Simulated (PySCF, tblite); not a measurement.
**C₄H₁₀NSi₂ radical: geometry, infrared bands and EPR parameters**

Wanted: the infrared bands and EPR parameters of C₄H₁₀NSi₂ radical (`CC[Si@@](C)([SiH2])C#N`), by calculation.

Programs: tblite 0.8.0 and PySCF 2.14.0, with density-fitted response routines of our own. Each step states its level of theory. These are calculated values for one molecule in the gas phase, unless marked as measured. Atoms count from 0, in the outputs and in this text.

## Step 1: Starting geometry

17 atoms, charge 0, multiplicity 2; geometry from: force field or distance geometry start.

Bonds of the start (Å): C0–C1 1.49, C1–Si2 1.88, Si2–C3 1.88, Si2–Si4 2.21, Si2–C5 1.80, C5–N6 1.18, C0–H7 1.11, C0–H8 1.12, C0–H9 1.09, C1–H10 1.10, C1–H11 1.12, C3–H12 1.10, C3–H13 1.10, C3–H14 1.10, Si4–H15 1.45, Si4–H16 1.45.

## Step 2: Optimising the geometry with GFN2-xTB

The job: settings as JSON, then the geometry in Å.

```
{"job": {"kind": "relax", "xc": "GFN2-xTB", "basis": "xTB"}, "charge": 0, "multiplicity": 2}
C     -1.962300    -0.424500     0.680200
C     -0.675500    -1.167400     0.523400
Si     0.614600    -0.065100    -0.295300
C     -0.138900     1.565000    -0.856800
Si     2.221300     0.232500     1.190700
C      1.198400    -0.887300    -1.787100
N      1.605100    -1.434900    -2.746200
H     -1.880800     0.379000     1.438300
H     -2.717000    -1.150000     1.085800
H     -2.268000    -0.067500    -0.305500
H     -0.745900    -2.115400    -0.029400
H     -0.322100    -1.421800     1.557500
H     -0.575100     2.121700    -0.011400
H      0.661100     2.137500    -1.351100
H     -0.928600     1.348200    -1.588900
H      3.358200    -0.663400     1.050400
H      2.548400     1.625400     1.435200
```

Run with:

```
> OMP_NUM_THREADS=1 python probes_run.py task.json out
```

The driver reads the jobs from task.json and runs them one after another.

The program printed:

```text
step      E/eV     max force
  0    -541.45672    4.738
  1    -541.15445   13.498
  2    -541.66726    1.022
  3    -541.70479    0.577
  4    -541.79793    0.646
  5    -541.81840    0.460
  6    -541.83913    0.280
  7    -541.84928    0.268
  8    -541.86368    0.346
  9    -541.87759    0.397
 10    -541.89179    0.311
 11    -541.90088    0.238
 12    -541.90621    0.184
 13    -541.91004    0.166
 14    -541.91346    0.141
 15    -541.91598    0.107
 16    -541.91790    0.103
 17    -541.91974    0.111
 18    -541.92168    0.103
 19    -541.92367    0.108
 20    -541.92552    0.112
 21    -541.92700    0.093
 22    -541.92812    0.093
 23    -541.92909    0.078
 24    -541.93005    0.080
 25    -541.93114    0.118
 26    -541.93238    0.145
 27    -541.93362    0.143
 28    -541.93478    0.120
 29    -541.93575    0.094
 30    -541.93645    0.075
 31    -541.93697    0.064
 32    -541.93746    0.068
 33    -541.93806    0.086
 34    -541.93885    0.100
 35    -541.93976    0.092
 36    -541.94067    0.086
 37    -541.94165    0.108
 38    -541.94278    0.135
 39    -541.94396    0.134
 40    -541.94505    0.100
 41    -541.94605    0.076
 42    -541.94695    0.083
 43    -541.94796    0.098
 44    -541.94930    0.086
 45    -541.95081    0.085
 46    -541.95230    0.096
 47    -541.95356    0.132
 48    -541.95443    0.134
 49    -541.95540    0.093
 50    -541.95646    0.056
 51    -541.95786    0.110
 52    -541.95952    0.152
 53    -541.96133    0.116
 54    -541.96276    0.099
 55    -541.96377    0.118
 56    -541.96478    0.137
 57    -541.96568    0.091
 58    -541.96663    0.052
 59    -541.96697    0.053
 60    -541.96822    0.125
 61    -541.96922    0.122
 62    -541.97017    0.073
 63    -541.97061    0.081
 64    -541.97121    0.070
 65    -541.97203    0.087
 66    -541.97335    0.082
 67    -541.97412    0.071
 68    -541.97502    0.072
 69    -541.97596    0.089
 70    -541.97741    0.132
 71    -541.97825    0.083
 72    -541.97915    0.076
 73    -541.97959    0.075
 74    -541.98025    0.052
 75    -541.98070    0.052
 76    -541.98131    0.061
 77    -541.98197    0.058
 78    -541.98294    0.058
 79    -541.98394    0.053
 80    -541.98469    0.047
 81    -541.98515    0.042
 82    -541.98552    0.033
 83    -541.98585    0.025
 84    -541.98609    0.021
 85    -541.98624    0.021
 86    -541.98633    0.021
 87    -541.98641    0.028
 88    -541.98656    0.029
 89    -541.98679    0.037
 90    -541.98713    0.038
 91    -541.98750    0.047
 92    -541.98784    0.057
 93    -541.98816    0.063
 94    -541.98864    0.069
 95    -541.98953    0.082
 96    -541.99115    0.107
 97    -541.99294    0.159
 98    -541.99440    0.190
 99    -541.99542    0.087
100    -541.99605    0.072
101    -541.99651    0.085
102    -541.99702    0.077
103    -541.99732    0.048
104    -541.99752    0.052
105    -541.99775    0.055
106    -541.99808    0.084
107    -541.99862    0.078
108    -541.99903    0.061
109    -541.99962    0.059
110    -542.00022    0.076
111    -542.00122    0.079
112    -542.00204    0.084
113    -542.00411    0.125
114    -542.00620    0.138
115    -542.00687    0.191
116    -542.00829    0.123
117    -542.00931    0.181
118    -542.01060    0.089
119    -542.01148    0.067
120    -542.01319    0.063
121    -542.01426    0.075
122    -542.01465    0.038
123    -542.01478    0.084
124    -542.01519    0.047
125    -542.01548    0.037
126    -542.01582    0.036
127    -542.01608    0.032
128    -542.01644    0.044
129    -542.01692    0.051
130    -542.01749    0.046
131    -542.01798    0.047
132    -542.01846    0.051
133    -542.01912    0.055
134    -542.01990    0.066
135    -542.02039    0.147
136    -542.02142    0.101
137    -542.02223    0.065
138    -542.02336    0.053
139    -542.02421    0.050
140    -542.02506    0.092
141    -542.02559    0.045
142    -542.02597    0.131
143    -542.02628    0.140
144    -542.02692    0.042
145    -542.02745    0.039
146    -542.02773    0.043
147    -542.02793    0.042
148    -542.02815    0.030
149    -542.02832    0.033
150    -542.02847    0.033
151    -542.02862    0.027
152    -542.02881    0.028
153    -542.02900    0.032
154    -542.02915    0.030
155    -542.02925    0.023
156    -542.02931    0.014
157    -542.02934    0.012
158    -542.02938    0.015
159    -542.02942    0.016
160    -542.02946    0.012
161    -542.02948    0.008
```

Run time: 1.1 s. Hardware: 1 thread of Arm Neoverse V2, shared host.

Relaxation path: (not every step is listed) (the energy doesn't fall at every step)

| step | energy from step 0 (eV) | largest force (eV/Å) |
| --- | --- | --- |
| 0 | 0.0000 | 4.7376 |
| 1 | 0.3023 | 13.4980 |
| 2 | -0.2105 | 1.0217 |
| 3 | -0.2481 | 0.5775 |
| 4 | -0.3412 | 0.6464 |
| 5 | -0.3617 | 0.4603 |
| 6 | -0.3824 | 0.2797 |
| 7 | -0.3926 | 0.2685 |
| 8 | -0.4070 | 0.3463 |
| 22 | -0.4714 | 0.0934 |
| 36 | -0.4839 | 0.0863 |
| 50 | -0.4997 | 0.0564 |
| 64 | -0.5145 | 0.0705 |
| 78 | -0.5262 | 0.0584 |
| 92 | -0.5311 | 0.0570 |
| 106 | -0.5414 | 0.0844 |
| 120 | -0.5565 | 0.0631 |
| 134 | -0.5632 | 0.0662 |
| 148 | -0.5714 | 0.0304 |
| 156 | -0.5726 | 0.0136 |
| 157 | -0.5726 | 0.0117 |
| 158 | -0.5727 | 0.0146 |
| 159 | -0.5727 | 0.0161 |
| 160 | -0.5727 | 0.0122 |
| 161 | -0.5728 | 0.0079 |

Close pairs (by a distance rule), those that changed most:

| bond | before (Å) | after (Å) | change (Å) |
| --- | --- | --- | --- |
| Si2–Si4 | 2.209 | 2.288 | +0.079 |
| Si2–C5 | 1.801 | 1.877 | +0.076 |
| C0–H8 | 1.123 | 1.089 | -0.034 |
| C1–Si2 | 1.884 | 1.916 | +0.032 |
| C1–H11 | 1.122 | 1.092 | -0.030 |
| C0–C1 | 1.494 | 1.523 | +0.029 |
| C5–N6 | 1.177 | 1.149 | -0.028 |
| Si2–C3 | 1.882 | 1.909 | +0.027 |

The next job starts from the end point, and lists it.

## Step 3: Harmonic vibrations with GFN2-xTB

The job: settings as JSON, then the geometry in Å.

```
{"job": {"kind": "ir", "xc": "GFN2-xTB", "basis": "xTB"}, "charge": 0, "multiplicity": 2}
C     -1.693729    -0.573095     1.239618
C     -0.834119    -1.171576     0.134388
Si     0.557620     0.014436    -0.436820
C     -0.184268     1.569428    -1.258590
Si     1.910961     0.575382     1.320033
C      1.395315    -0.908581    -1.840098
N      2.043642    -1.464023    -2.609310
H     -1.087882    -0.323912     2.110417
H     -2.466068    -1.273239     1.554320
H     -2.184075     0.335756     0.896430
H     -1.471949    -1.432989    -0.712128
H     -0.395646    -2.106685     0.487624
H     -0.752671     2.156276    -0.542466
H      0.596255     2.208972    -1.660340
H     -0.849527     1.311446    -2.078518
H      2.416841    -0.454974     2.231258
H      2.992301     1.549408     1.154271
```

The program printed:

```text
mode    cm-1     km/mol
  1      45.7      0.46
  2      74.6      8.27
  3      87.7      2.67
  4     105.4      1.34
  5     110.8      2.75
  6     121.5      4.03
  7     146.2      1.02
  8     155.8      7.34
  9     239.1      1.65
 10     290.5      4.96
 11     311.3     19.78
 12     330.1      6.11
 13     371.3     12.18
 14     385.5      8.20
 15     451.7      1.30
 16     611.8     20.49
 17     666.4     25.41
 18     714.5     25.57
 19     760.6     96.58
 20     787.1    328.38
 21     823.2     13.47
 22     824.8     85.46
 23     980.1     13.46
 24    1019.9      5.89
 25    1077.1      9.52
 26    1242.9      4.05
 27    1289.1      0.94
 28    1375.3      6.88
 29    1421.3      1.49
 30    1485.0      1.48
 31    1488.7      0.58
 32    1493.9      0.05
 33    1509.3      1.79
 34    1516.0      3.39
 35    2226.2    199.84
 36    2235.2    412.23
 37    2295.9    247.88
 38    2963.6     34.87
 39    2980.2     18.68
 40    3003.5     50.69
 41    3015.3     51.23
 42    3028.3     23.14
 43    3028.7     18.36
 44    3033.8     34.76
 45    3041.2     19.02
```

Wall time 0.56 s (1 thread of Arm Neoverse V2, shared host).

Which atoms move in the most intense modes:

| cm⁻¹ | km/mol | atoms |
| --- | --- | --- |
| 761 | 96.6 | Si2 33 %, C3 24 %, H11 11 % |
| 787 | 328.4 | H16 38 %, H15 38 % |
| 825 | 85.5 | H13 34 %, H12 33 %, C3 16 % |
| 2226 | 199.8 | H15 89 % |
| 2235 | 412.2 | H16 89 % |
| 2296 | 247.9 | C5 57 %, N6 43 % |
| 3004 | 50.7 | H7 83 % |
| 3015 | 51.2 | H8 69 %, H9 15 % |

## Step 4: EPR parameters: B3LYP/pcH-1

Same as in step 3 but for these lines:

```diff
@@ -1,2 +1,2 @@
-{"job": {"kind": "ir", "xc": "GFN2-xTB", "basis": "xTB"}, "charge": 0, "multiplicity": 2}
+{"job": {"kind": "epr", "basis": "pcH-1"}, "charge": 0, "multiplicity": 2}
 C     -1.693729    -0.573095     1.239618
```

With the program's defaults for keys left out, this is: UKS B3LYP, pcH-1 on C H N Si, non-relativistic, mean-field spin-orbit, GIAO.

The program printed:

```text
UKS, coarse grid
  cycle   1  E = -792.09737470  |g| = 4.48e-01
  cycle   2  E = -791.94174115  |g| = 7.27e-01
  cycle   3  E = -792.17616256  |g| = 2.18e-01
  cycle   4  E = -792.19585985  |g| = 4.44e-02
  cycle   5  E = -792.19675051  |g| = 1.14e-02
  cycle   6  E = -792.19682101  |g| = 2.51e-03
  cycle   7  E = -792.19682460  |g| = 8.83e-04
UKS, final grid
  cycle   1  E = -792.19679764  |g| = 1.09e-03
  cycle   2  E = -792.19679714  |g| = 1.50e-03
  cycle   3  E = -792.19679829  |g| = 1.99e-04
  cycle   4  E = -792.19679831  |g| = 9.01e-05
  cycle   5  E = -792.19679831  |g| = 3.78e-05
  cycle   6  E = -792.19679831  |g| = 1.07e-05
E = -792.19679831 Eh   <S^2> = 0.7527 (exact 0.7500)
g shifts (ppm)      1          2          3
  rmc          -125       -125       -125
  gc              5         31         32
  oz_so         -53       2411       3609
  total        -172       2317       3516
hyperfine (MHz)  atom isotope    a_iso     a_fc   dipolar eigenvalues
    0   13C       4.79       4.79     -0.91     -0.69      1.61
    1   13C      -1.96      -1.96     -0.43     -0.06      0.50
    2  29Si     -26.71     -26.78     -7.37      1.63      5.73
    3   13C       0.22       0.22     -0.55     -0.12      0.67
    4  29Si    -288.08    -289.10   -179.06     88.66     90.41
    5   13C      37.44      37.45     -2.68     -1.48      4.16
    6   14N       0.63       0.63     -1.34     -1.17      2.52
    7    1H       3.34       3.34     -3.41     -2.07      5.49
    8    1H       2.05       2.05     -0.92     -0.76      1.68
    9    1H      -0.21      -0.21     -1.38     -1.05      2.43
   10    1H      -0.62      -0.62     -1.00     -0.58      1.58
   11    1H       1.31       1.31     -1.57     -0.94      2.51
   12    1H       0.95       0.95     -1.86     -1.29      3.16
   13    1H       1.09       1.09     -1.50     -1.05      2.56
   14    1H      -1.40      -1.40     -0.97     -0.62      1.59
   15    1H     -10.44     -10.46    -10.72      2.36      8.36
   16    1H     -11.90     -11.93    -10.72      2.34      8.38
```

It took 92 s on 1 thread of Arm Neoverse V2, shared host; peak memory 1.1 GiB.

Principal g values 2.00215, 2.00464, 2.00584; g(iso) = 2.00421, against 2.00232 for a free electron.

Mean a(iso) over the nuclei that a row names, and the largest dipolar term of the row (other rows stand at the frozen geometry):

| nuclei | isotope | a(iso) (MHz) | a(iso) (G, at g = 2.0023) | largest dipolar term (MHz) |
| --- | --- | --- | --- | --- |
| Si4 | 29Si | -288.1 | -102.8 | -179.1 |
| C5 | 13C | 37.4 | 13.4 | 4.2 |
| Si2 | 29Si | -26.7 | -9.5 | -7.4 |
| H15, H16 | 1H | -11.2 | -4.0 | -10.7 |
| C0 | 13C | 4.8 | 1.7 | 1.6 |
| C1 | 13C | -2.0 | -0.7 | 0.5 |
| H7, H8, H9 | 1H | 1.7 | 0.6 | 5.5 |
| H11 | 1H | 1.3 | 0.5 | 2.5 |
| N6 | 14N | 0.6 | 0.2 | 2.5 |
| H10 | 1H | -0.6 | -0.2 | 1.6 |
| C3 | 13C | 0.2 | 0.1 | 0.7 |
| H12, H13, H14 | 1H | 0.2 | 0.1 | 3.2 |

Mulliken spin populations:

C0 0.00; C1 -0.01; Si2 0.04; C3 0.00; Si4 0.98; C5 0.00; N6 0.02; H7 0.00; H8 0.00; H9 0.00; H10 0.00; H11 0.00; H12 0.00; H13 0.00; H14 0.00; H15 -0.02; H16 -0.02

In first order the couplings over 0.8 MHz of 1H give 24 distinct lines over 10.3 G, if the averaged nuclei exchange fast; the same motion can average rows kept apart here too.

The fields below are evaluated on a grid from the run's orbitals.

ELF in a plane through or near 5 of the atoms.

Ten even steps from '0' (0.00) to '9' (1.00):
```
0000000000000000000000000000
0000000000000000000000000000
0000000000000000000000000000
0000000000000000000000000000
0000000000378610000000000000
0000000001599940000000000000
0000004686689730000000000000
0000018999743520017720000000
0000005898757610299962000000
0000000001356300299952210000
0000000000133200156532320000
0000000112477610399941100000
0000169997113870199972000000
0000399999151883017730000000
0000289999425774000000000000
0000037873246542000000000000
0000000000023210000000000000
0000000000000000000000000000
0000000000000000000000000000
0000000000000000000000000000
```
The map spans 11.6 Å across and 11.7 Å up, centred on the molecule. Atoms in the plane (x, y in Å): C3 (-1.0, 1.4), H7 (2.0, -1.2), H9 (2.0, 0.6), H13 (-2.1, 1.4), H16 (-2.4, -2.3).

On the surface of density 0.002 e/bohr³ the electrostatic potential runs, from the 1st to the 99th percentile, from -1.80 V near N6 to 1.21 V near H13.

The spin density lies nearest to Si4 63 %; H15, H16 about 10 % each.

## Step 5: Summary of results

| quantity | value |
| --- | --- |
| strongest single infrared mode (GFN2-xTB) | 2235 cm⁻¹, 412 km/mol |
| zero-point energy (GFN2-xTB) | 78.9 kcal/mol |
| g(iso) (B3LYP) | 2.00421 |
| ⟨S²⟩ | 0.753 (exact 0.75) |
| largest a(iso) (averaged by class) | 29Si on Si4, -288.1 MHz |
| potential on the surface of density 0.002 e/bohr³, 1st and 99th percentile | -1.80 V and 1.21 V |

**Reading.** The optimisation took 161 steps and gained 0.573 eV; among the close pairs (by a distance rule), Si2–Si4 changed most, from 2.209 to 2.288 Å. No mode is imaginary among the 45: a minimum at this level. The strongest single mode, at 2235 cm⁻¹, moves mainly H16. Unscaled tight-binding wavenumbers are off by several per cent, some by more. Its intensities can rank the bands wrongly. Most of the unpaired spin sits on Si4 (0.98 e). The isotropic g lies 1.9 ppt above the free-electron value. These values are for one conformer; the search (at its own cheap level) found 2 more, at 1.44, 2.30 kcal/mol, and measured spectra average over such forms.
